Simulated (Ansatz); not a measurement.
# Bi2Se3: the cost of one run

Method: DFT LDA, scalar-relativistic, plane waves, PAW, in Ansatz 0.2.0.

### Step 1. Starting point

The structure is orthorhombic, space group Cmce (No. 64). Conventional cell: a = 4.417 Å, b = 7.492 Å, c = 4.439 Å, α = 90.00°, β = 90.00°, γ = 90.00°. Around Ga (site symmetry m) lie 7 Ga at 2.45 to 2.72 Å.

Coordinates:

```
Ga
1.0
     2.20835   -3.74593    0.00000
     2.20835    3.74593    0.00000
     0.00000    0.00000    4.43895
Ga
4
Direct
  0.65602 0.34398 0.41564
  0.84398 0.15602 0.91564
  0.34398 0.65602 0.58436
  0.15602 0.84398 0.08436
```

It goes back to an entry of the Materials Project, which need not be the stable form.

This cell was relaxed beforehand with the same method: volume 18.36 Å³/atom, gap on the mesh none (metal).

### Step 2. The second crystal, the film

The structure is trigonal, space group R-3m (No. 166). The conventional cell has a = 4.191 Å, b = 4.191 Å, c = 29.929 Å, α = 90.00°, β = 90.00°, γ = 120.00°. Around Bi (site symmetry 3m) lie 6 Se at 2.89 to 3.11 Å. Around Se (site symmetry -3m) lie 6 Bi at 3.11 Å. Around Se (site symmetry 3m) lie 3 Bi at 2.89 Å.

### Step 3. A first look at the start (the film)

Contents of input.yaml:

```yaml
crystal:
  lattice:
    - [2.09568326, 1.2099433, 9.97622907]
    - [-2.09568326, 1.2099433, 9.97622907]
    - [0.0, -2.41988659, 9.97622907]
  atoms:
    - { symbol: Bi, position: [0.398435, 0.398435, 0.398435] }
    - { symbol: Bi, position: [0.601565, 0.601565, 0.601565] }
    - { symbol: Se, position: [1.0, 0.0, 0.0] }
    - { symbol: Se, position: [0.215715, 0.215715, 0.215715] }
    - { symbol: Se, position: [0.784285, 0.784285, 0.784285] }
basis:
  ecutwfc: 420
kpoints:
  mp_grid: { grid: [6, 6, 6] }
hamiltonian:
  xc: lda
scf:
  occupations: { method: gaussian, width: 0.1 }
output:
  forces: true
  stress: true
  eigenvalues: true
```

On the command line:

```console
$ ansatz run input.yaml --threads 4 --pin off --max-ram 8192MiB --backend cpu --events-out ev --progress --plain --runs-dir out
```

**Question.** How long does this run take on 4 threads of Intel Xeon Platinum 8259CL at 2.50GHz (Skylake/Cascade Lake), shared host, and how much memory does it need?

About 4.9 s, with a peak of 0.62 GiB.
